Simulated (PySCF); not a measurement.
# C3H8FNSi: the cost of one run

The runs use PySCF 2.14.0, with density-fitted response routines of our own; the level of theory stands in each step. All values are computed, except where a source is named. Atoms are numbered from 0 throughout.

### Step 1. The molecule as given

14 atoms, charge 0, multiplicity 1; geometry from: GFN2-xTB. The atoms were then displaced at random by about 0.01 Å, so the start is not that level's minimum.

Bonds of the start (Å): F0–Si1 1.62, Si1–C2 1.89, C2–C3 1.49, C3–C4 1.56, C4–N5 1.46, N5–Si1 1.70, Si1–H6 1.46, C2–H7 1.10, C2–H8 1.12, C3–H9 1.08, C3–H10 1.10, C4–H11 1.08, C4–H12 1.11, N5–H13 1.01.

### Step 2. Optimising the geometry at PBE0-D3(BJ)/def2-SVP

The job: settings as JSON, then the geometry in Å.

```
{"job": {"xc": "PBE0", "basis": "def2-SVP", "d3": "d3bj", "grid": 1, "shake": 0.01, "kind": "geom"}, "charge": 0, "multiplicity": 1}
F      0.760980     2.277270     1.351070
Si     0.410780     1.470420    -0.005300
C      1.255370    -0.210830    -0.155910
C      0.225230    -1.203930     0.270400
C     -1.160900    -0.658260    -0.189040
N     -1.136300     0.772020     0.126480
H      0.683400     2.434180    -1.062820
H      1.585270    -0.388620    -1.184960
H      2.166000    -0.317040     0.482980
H      0.360540    -2.203740    -0.128540
H      0.175910    -1.283810     1.370790
H     -1.293700    -0.824580    -1.248070
H     -2.011340    -1.122320     0.345450
H     -2.028400     1.244160     0.019710
```

Run with:

```bash
$ OMP_NUM_THREADS=1 python probes_run.py task.json out
```

This one command runs all jobs of the session in turn.

**Question.** How long does this first job take on 1 thread of Arm Neoverse V2, shared host, and how much memory does it need?

About 47 s, with a peak of 0.51 GiB.
